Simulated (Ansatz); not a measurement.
# Y2CF2: properties at the relaxed cell

The task here is to estimate one member of a computed series from the others.

Program: Ansatz 0.2.0. Level of theory: DFT PBE, scalar-relativistic, plane waves, PAW. These are calculated values, not measurements.

**The system as given**

The structure is trigonal, space group P-3m1 (No. 164). The conventional cell has a = 3.659 Å, b = 3.659 Å, c = 6.475 Å, α = 90.00°, β = 90.00°, γ = 120.00°. Y (site symmetry 3m) is surrounded by 4 F at 2.39 to 2.65 Å and 3 C at 2.51 Å. Around C (site symmetry -3m) lie 6 Y at 2.51 Å. F (site symmetry 3m) is surrounded by 4 Y at 2.39 to 2.65 Å.

Coordinates:

```xyz
5
Lattice="3.6592 0.0000 0.0000 -1.8296 3.1690 0.0000 0.0000 0.0000 6.4746" Properties=species:S:1:pos:R:3 pbc="T T T"
Y     0.0000    2.1127    1.3576
Y     1.8296    1.0563    5.1171
C     0.0000    0.0000    0.0000
F     0.0000    2.1127    4.0028
F     1.8296    1.0563    2.4719
```

It is the result of an earlier relaxation at this level (volume 15.02 Å³/atom; gap on the mesh: 1.18 eV).

The first run:

The input, input.yaml:

```yaml
crystal:
  lattice:
    - [3.6592257262, 0.0, 0.0]
    - [-1.8296128631, 3.1689824371, 0.0]
    - [0.0, 0.0, 6.4746274084]
  atoms:
    - { symbol: "Y", position: [0.3333333333, 0.6666666667, 0.2096756881] }
    - { symbol: "Y", position: [0.6666666667, 0.3333333333, 0.7903243119] }
    - { symbol: C, position: [0.0, 0.0, 0.0] }
    - { symbol: F, position: [0.3333333333, 0.6666666667, 0.6182228897] }
    - { symbol: F, position: [0.6666666667, 0.3333333333, 0.3817771103] }
basis:
  ecutwfc: 420
kpoints:
  mp_grid: { grid: [9, 9, 4] }
hamiltonian:
  xc: pbesol
scf:
  occupations: { method: gaussian, width: 0.02 }
output:
  forces: true
  stress: true
  eigenvalues: true
relax:
  adjacent_minimum: "off"
  f_tol: 0.005
  max_steps: 50
  cell: { stress_tol: 0.05 }
```

On the command line:

```sh
$ ansatz run input.yaml --threads 2 --pin off --max-ram 5120MiB --backend cpu --events-out ev --progress --plain --runs-dir out
```

Among the steps run: Relaxing with PBEsol; Relaxing with PBE+D3(BJ); Relaxing with LDA; The cell under r2SCAN.

One table of the session follows, with a row left open; its other results are not shown here.

It belongs to the step «One structure, several functionals». 

```
functional  a (Å)  b (Å)  c (Å)  volume (Å³/atom)  gap on the mesh (eV)
       PBE  3.659  3.659  6.475             15.02                  1.18
    PBEsol  3.626  3.626  6.328             14.41                  1.10
PBE+D3(BJ)  3.640  3.640  6.394             14.67                  1.18
       LDA  3.600  3.600  6.210             13.94                  1.06
    r2SCAN      ?      ?      ?                 ?                     ?
```

**Question.** Estimate the row for r2SCAN.

**Answer.** a (Å): 3.664; b (Å): 3.664; c (Å): 6.321; volume (Å³/atom): 14.70; gap on the mesh (eV): 1.48. In the column «a (Å)» it is the highest.
